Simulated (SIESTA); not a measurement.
Runs of SIESTA 5.4.2 on SnTe3. Symmetry: Fm-3m, No. 225, cubic system. Conventional cell: a = 7.722 Å, b = 7.722 Å, c = 7.722 Å, α = 90.00°, β = 90.00°, γ = 90.00°. Te (site symmetry m-3m) is surrounded by 8 Te at 3.34 Å. Around Te (site symmetry -43m) lie 4 Te at 3.34 Å and 4 Sn at 3.34 Å. Sn (site symmetry m-3m) is surrounded by 8 Te at 3.34 Å. The cell comes from a database or a generator and needn't be the stable form of this composition.

```tsv
potentials or basis	gap on the mesh (eV)	pressure (GPa)
PseudoDojo 0.4 standard (PBEsol files), DZP (energy shift 0.003 Ry; two zetas on semicore shells)	none	-1.6
PseudoDojo 0.4 standard (PBEsol files), SZ (energy shift 0.003 Ry)	none	5.7
PseudoDojo 0.4 standard (PBEsol files), DZ (energy shift 0.003 Ry; two zetas on semicore shells)	none	(a)
PseudoDojo 0.4 standard (PBEsol files), SZP (energy shift 0.003 Ry)	none	-0.3
PseudoDojo 0.4 standard (PBEsol files), TZP (energy shift 0.003 Ry; two zetas on semicore shells)	none	-1.9
PseudoDojo 0.4 standard (PBEsol files), TZDP (energy shift 0.003 Ry; two zetas on semicore shells)	none	(b)
```

Alike in all rows: task band structure; level PBEsol; no spin polarisation; cell as given; k mesh 6 × 6 × 6; smearing fermi-dirac 0.05 eV; grid cutoff 500 Ry; energy shift 0.003 Ry.

Problem. Estimate the missing entries.

Solution. (a) -1.5; (b) -2.0.

Caveats: spin-orbit coupling is left out, which moves the levels of the heavy elements; the basis of atomic orbitals isn't converged, which shifts pressures, moduli and gaps; the basis has no polarisation orbitals (some runs).

A k mesh can miss the band edges, and the runs leave out spin-orbit coupling on Sn, Te.

A gap of «none» marks a metal or a gap under the smearing width.
